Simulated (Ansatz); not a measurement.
Geometry optimisation, DFT LDA, scalar-relativistic, plane waves, PAW (Ansatz).

The input (input.yaml):

```yaml
crystal:
  lattice:
    - [9.149962, 0.0, 0.0]
    - [4.574981, 7.924099, 0.0]
    - [0.0, 0.0, 17.66932]
  atoms:
    - { symbol: In, position: [0.0, 0.0, 0.0565953] }
    - { symbol: Sb, position: [0.1666667, 0.1666667, 0.1094476] }
    - { symbol: In, position: [0.0, 0.5, 0.0565953] }
    - { symbol: Sb, position: [0.1666667, 0.6666667, 0.1094476] }
    - { symbol: In, position: [0.5, 0.0, 0.0565953] }
    - { symbol: Sb, position: [0.6666667, 0.1666667, 0.1094476] }
    - { symbol: In, position: [0.5, 0.5, 0.0565953] }
    - { symbol: Sb, position: [0.6666667, 0.6666667, 0.1094476] }
    - { symbol: In, position: [0.6666667, 0.6666667, 0.2680044] }
    - { symbol: Sb, position: [0.8333333, 0.8333333, 0.3208567] }
    - { symbol: In, position: [0.6666667, 0.1666667, 0.2680044] }
    - { symbol: Sb, position: [0.8333333, 0.3333333, 0.3208567] }
    - { symbol: In, position: [0.1666667, 0.6666667, 0.2680044] }
    - { symbol: Sb, position: [0.3333333, 0.8333333, 0.3208567] }
    - { symbol: In, position: [0.1666667, 0.1666667, 0.2680044] }
    - { symbol: Sb, position: [0.3333333, 0.3333333, 0.3208567] }
basis:
  ecutwfc: 420.0
kpoints:
  mp_grid: { grid: [2, 2, 1] }
hamiltonian:
  xc: lda
  pseudopotentials: { kind: paw, azcp: { folder: soft_1 } }
scf:
  occupations: { method: fermi_dirac, width: 0.1 }
  lower_state_search: "off"
relax:
  f_tol: 0.08
  max_steps: 25
  adjacent_minimum: "off"
  constraints: [{ sites: [0, 2, 4, 6] }]
output:
  write_density: true
  write_potential: true
  elf: true
  volumetric_format: npy
```

Run as:

```bash
$ ansatz run input.yaml --threads 4 --pin off --max-ram 10240MiB --backend cpu --events-out ev --progress --plain --runs-dir out
```

Problem. Where does it end, and by what steps?

Solution. It converged. Limits of this set-up: coarse k mesh, thin slab, slab without dipole correction, PAW files made for another functional. After 3 steps the energy has fallen by 0.290 eV; Sb2 moved furthest, 0.30 Å.

| step | energy less start (eV) | largest force component (eV/Å) | accepted |
| --- | --- | --- | --- |
| 0 | 0.0000 | 0.753 | yes |
| 1 | -0.2438 | 0.106 | yes |
| 2 | -0.2848 | 0.087 | yes |
| 3 | -0.2905 | 0.023 | yes |

```xyz
16
Lattice="9.1500 0.0000 0.0000 4.5750 7.9241 0.0000 0.0000 0.0000 17.6693" Properties=species:S:1:pos:R:3
In 0.000 0.000 1.000
Sb 2.287 1.321 1.638
In 2.287 3.962 1.000
Sb 4.575 5.283 1.638
In 4.575 0.000 1.000
Sb 6.862 1.321 1.638
In 6.862 3.962 1.000
Sb 9.150 5.283 1.638
In 9.150 5.283 4.592
Sb 11.437 6.603 5.508
In 6.862 1.321 4.592
Sb 9.150 2.641 5.508
In 4.575 5.283 4.592
Sb 6.862 6.603 5.508
In 2.287 1.321 4.592
Sb 4.575 2.641 5.508
```

Whether the end is a true minimum wasn't checked by a vibrational analysis.

Run time: 23 s on 4 threads of Arm Neoverse V1, on a shared host, peak memory 1.8 GiB.
